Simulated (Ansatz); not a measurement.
# CH₃F₂InSe: small, medium and large basis sets

An exercise on one series of results from a longer session: the logs are not shown, and one member is left open.

Method: one geometry, several basis sets; program: Ansatz 0.2.0, Gaussian basis.

Plan: PBE0-D4/def2-SVP; ωB97M-V/def2-SVP; PBE0-D4/def2-QZVPP; ωB97M-V/def2-QZVPP; the functionals' def2-TZVPP values are taken from earlier runs.

**Structure used throughout**

The geometry comes from an earlier relaxation with PBE0-D4 in a triple-zeta def2 set; it is a stationary point, not always the lowest conformer. In takes the def2 core potential; no spin-orbit term is included.

SMILES `C[Se][In]([F])[F]`, 8 atoms, charge 0, spin multiplicity 1.

Atoms are counted from 1 here; the program's logs count them from 0.

Bond lengths: C1–Se2 1.965 Å, C1–H6 1.086 Å, C1–H7 1.089 Å, C1–H8 1.086 Å, Se2–In3 2.455 Å, In3–F4 1.943 Å, In3–F5 1.933 Å. Angles: Se2–C1–H6 110.7°, Se2–C1–H7 104.9°, Se2–C1–H8 110.7°, H6–C1–H7 109.8°, H6–C1–H8 110.8°, H7–C1–H8 109.8°, C1–Se2–In3 97.4°, Se2–In3–F4 120.3°, Se2–In3–F5 129.0°, F4–In3–F5 110.7°.

The first run:

Contents of in.yaml:

```yaml
crystal:
  periodic: [false, false, false]
  atoms:
    - {symbol: C, position_ang: [-0.627431, -0.763226, 1.174392]}
    - {symbol: Se, position_ang: [0.749043, 0.639750, 1.173600]}
    - {symbol: In, position_ang: [0.842864, 0.991520, -1.254692]}
    - {symbol: F, position_ang: [-0.291237, -0.049456, -2.440376]}
    - {symbol: F, position_ang: [1.938161, 2.223659, -2.263831]}
    - {symbol: H, position_ang: [-0.286794, -1.636190, 0.625140]}
    - {symbol: H, position_ang: [-0.765298, -1.018601, 2.223795]}
    - {symbol: H, position_ang: [-1.559309, -0.387455, 0.761951]}
basis:
  gaussian: {orbitals: def2-SVP}
hamiltonian: {xc: pbe0, dispersion: d4}
output: {orbitals: {seedname: orbitals}}
```

Started as:

```console
$ ansatz run in.yaml --threads 4 --pin off --events-out ev --progress --plain --max-ram 10444MiB
```

Among the steps run: PBE0-D4 in def2-SVP; ωB97M-V in def2-SVP; PBE0-D4 in def2-QZVPP; ωB97M-V in def2-QZVPP.

One of the session's tables, all rows but one given; the rest of the session is left out.

It belongs to the step «Functionals by basis». 

```
functional       basis  HOMO (eV)  LUMO (eV)
   PBE0-D4    def2-SVP      -7.46      -2.28
   PBE0-D4  def2-TZVPP      -7.56      -2.45
   PBE0-D4  def2-QZVPP      -7.57      -2.49
   ωB97M-V    def2-SVP          ?          ?
   ωB97M-V  def2-TZVPP      -9.70      -0.57
   ωB97M-V  def2-QZVPP      -9.71      -0.69
```

Estimate the missing values for ωB97M-V, def2-SVP.

**Answer.** HOMO (eV): -9.57; LUMO (eV): -0.32. In the column «HOMO (eV)» it lies between ωB97M-V, def2-TZVPP (-9.70) and PBE0-D4, def2-QZVPP (-7.57).
